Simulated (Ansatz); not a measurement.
# F3HSi: the cost of one run

All numbers below are computed with Ansatz 0.2.0 (RKS B3LYP-D4/def2-SVP).

## (1) Starting point

Bond lengths: Si1–H2 1.660 Å, Si1–F3 1.790 Å, Si1–F4 1.589 Å, Si1–F5 1.589 Å. Angles: H2–Si1–F3 43.3°, H2–Si1–F4 122.2°, H2–Si1–F5 122.2°, F3–Si1–F4 122.7°, F3–Si1–F5 122.7°, F4–Si1–F5 109.5°.

Coordinates:

```xyz
5

Si    0.0000    0.0000    0.0000
H     0.8854    0.0000    1.4041
F     1.7331    0.0000    0.4480
F    -0.7489    1.2974   -0.5295
F    -0.7489   -1.2974   -0.5295
```

## (2) A restrained relaxation towards end A

Springs on the bonds that form and break draw the guess towards this end; the thresholds are loose.

Contents of input.yaml:

```yaml
crystal:
  periodic: [false, false, false]
  atoms:
    - { symbol: Si, position_ang: [0.0, 0.0, 0.0] }
    - { symbol: H, position_ang: [0.8854, 0.0, 1.4041] }
    - { symbol: F, position_ang: [1.7331, 0.0, 0.448] }
    - { symbol: F, position_ang: [-0.7489, 1.2974, -0.5295] }
    - { symbol: F, position_ang: [-0.7489, -1.2974, -0.5295] }
basis:
  gaussian: { orbitals: def2-SVP }
hamiltonian:
  xc: b3lyp
  dispersion: d4
relax:
  f_tol: 0.15
  max_steps: 25
  restrain:
    - { distance: [1, 2], at: 2.12, k: 30.0 }
    - { distance: [0, 1], at: 1.46, k: 30.0 }
    - { distance: [0, 2], at: 1.59, k: 30.0 }
```

On the command line:

```bash
$ ansatz run input.yaml --threads 1 --pin off --max-ram 2048MiB --backend cpu --events-out ev --progress --plain --runs-dir out
```

**Question.** How long does this run take on 1 thread of Intel Xeon 6975P-C (Granite Rapids), shared host, and how much memory does it need?

About 6.5 s, with a peak of 0.14 GiB.
